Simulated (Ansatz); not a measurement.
# Si: a strain scan

Aim: for Si, strain the cell along the Voigt pattern (0, 0, 1, 0, 0, 0).

Program: Ansatz 0.2.0. Level of theory: DFT r2SCAN, scalar-relativistic, plane waves, PAW. These are calculated values, not measurements.

**1. The starting structure**

It takes space group P6/mmm (No. 191, hexagonal). Conventional cell: a = 2.621 Å, b = 2.621 Å, c = 2.466 Å, α = 90.00°, β = 90.00°, γ = 120.00°. Si (site symmetry 6/mmm) is surrounded by 8 Si at 2.47 to 2.62 Å.

Coordinates:

```cif
data_structure
_symmetry_space_group_name_H-M 'P 1'
_symmetry_Int_Tables_number 1
_cell_length_a 2.6205
_cell_length_b 2.6205
_cell_length_c 2.4664
_cell_angle_alpha 90.000
_cell_angle_beta 90.000
_cell_angle_gamma 120.000
_cell_volume 14.67
loop_
_atom_site_label
_atom_site_type_symbol
_atom_site_fract_x
_atom_site_fract_y
_atom_site_fract_z
_atom_site_occupancy
Si1 Si 0.00000 0.00000 0.00000 1
```

It goes back to an entry of the Materials Project, which need not be the stable form.

No relaxation comes first: the listed cell is the starting point.

**2. The reference cell**

Reference values: F = -638.6284 eV; pressure 2.03 GPa; largest force 0.000 eV/Å; gap on the mesh none (metal). It was computed beforehand with the settings of the runs below.

**3. Setting up a strain scan**

The cell is strained by ε times the Voigt pattern (0, 0, 1, 0, 0, 0) (xx, yy, zz, yz, xz, xy; engineering shear), with fractional coordinates fixed (clamped ions). The stress on the pattern is the sum of the stress components weighted by it, tension positive.

**4. Point ε = -0.1500**

input.yaml reads:

```yaml
crystal:
  lattice:
    - [2.6205428149, 0.0, 0.0]
    - [-1.3102714075, 2.2694566494, 0.0]
    - [0.0, 0.0, 2.0964012315]
  atoms:
    - { symbol: Si, position: [0.0, 0.0, 0.0] }
basis:
  ecutwfc: 500
kpoints:
  mp_grid: { grid: [24, 24, 20] }
hamiltonian:
  xc: r2scan
scf:
  occupations: { method: gaussian, width: 0.15 }
output:
  forces: true
  stress: true
  eigenvalues: true
```

Launch:

```
ansatz run input.yaml --threads 1 --pin off --max-ram 2560MiB --backend cpu --events-out ev --progress --plain --runs-dir out
```

**5. At ε = 0.1125**

Edit input.yaml of step 4 so:

```diff
@@ -4,3 +4,3 @@
     - [-1.3102714075, 2.2694566494, 0.0]
-    - [0.0, 0.0, 2.0964012315]
+    - [0.0, 0.0, 2.7438192589]
   atoms:
```

**6. At ε = -0.0750**

Edit input.yaml of step 5 so:

```diff
@@ -4,3 +4,3 @@
     - [-1.3102714075, 2.2694566494, 0.0]
-    - [0.0, 0.0, 2.7438192589]
+    - [0.0, 0.0, 2.2813778108]
   atoms:
```

**7. ε = 0.0375**

Edit input.yaml of step 6 so:

```diff
@@ -4,3 +4,3 @@
     - [-1.3102714075, 2.2694566494, 0.0]
-    - [0.0, 0.0, 2.2813778108]
+    - [0.0, 0.0, 2.5588426796]
   atoms:
```

**8. ε = 0.1500**

Edit input.yaml of step 7 so:

```diff
@@ -4,3 +4,3 @@
     - [-1.3102714075, 2.2694566494, 0.0]
-    - [0.0, 0.0, 2.5588426796]
+    - [0.0, 0.0, 2.8363075485]
   atoms:
```

**9. ε = -0.1125**

Edit input.yaml of step 8 so:

```diff
@@ -4,3 +4,3 @@
     - [-1.3102714075, 2.2694566494, 0.0]
-    - [0.0, 0.0, 2.8363075485]
+    - [0.0, 0.0, 2.1888895211]
   atoms:
```

**10. Point ε = 0.0750**

Edit input.yaml of step 9 so:

```diff
@@ -4,3 +4,3 @@
     - [-1.3102714075, 2.2694566494, 0.0]
-    - [0.0, 0.0, 2.1888895211]
+    - [0.0, 0.0, 2.6513309692]
   atoms:
```

**11. At ε = -0.0375**

Edit input.yaml of step 10 so:

```diff
@@ -4,3 +4,3 @@
     - [-1.3102714075, 2.2694566494, 0.0]
-    - [0.0, 0.0, 2.6513309692]
+    - [0.0, 0.0, 2.3738661004]
   atoms:
```

**12. Point ε = 0.1312**

Edit input.yaml of step 11 so:

```diff
@@ -4,3 +4,3 @@
     - [-1.3102714075, 2.2694566494, 0.0]
-    - [0.0, 0.0, 2.3738661004]
+    - [0.0, 0.0, 2.789940086]
   atoms:
```

(Steps that only read results are left out.)

Q: Predict the outcome of this session. Wanted: slope of the stress at ε = 0, over ±0.0375.

As calculated:

| quantity | value |
| --- | --- |
| slope of the stress at ε = 0, over ±0.0375 | 326 GPa |

The slope of the stress at zero strain, 326 GPa, estimates C33 with clamped ions in this Cartesian frame. The step is wide, so higher orders mix in. The reference stands under 2.0 GPa, so this is no zero-stress constant. The undisturbed cell stays the lowest of the sampled points. Compression costs more than tension: 596.0 against 181.0 meV/atom at the ends.
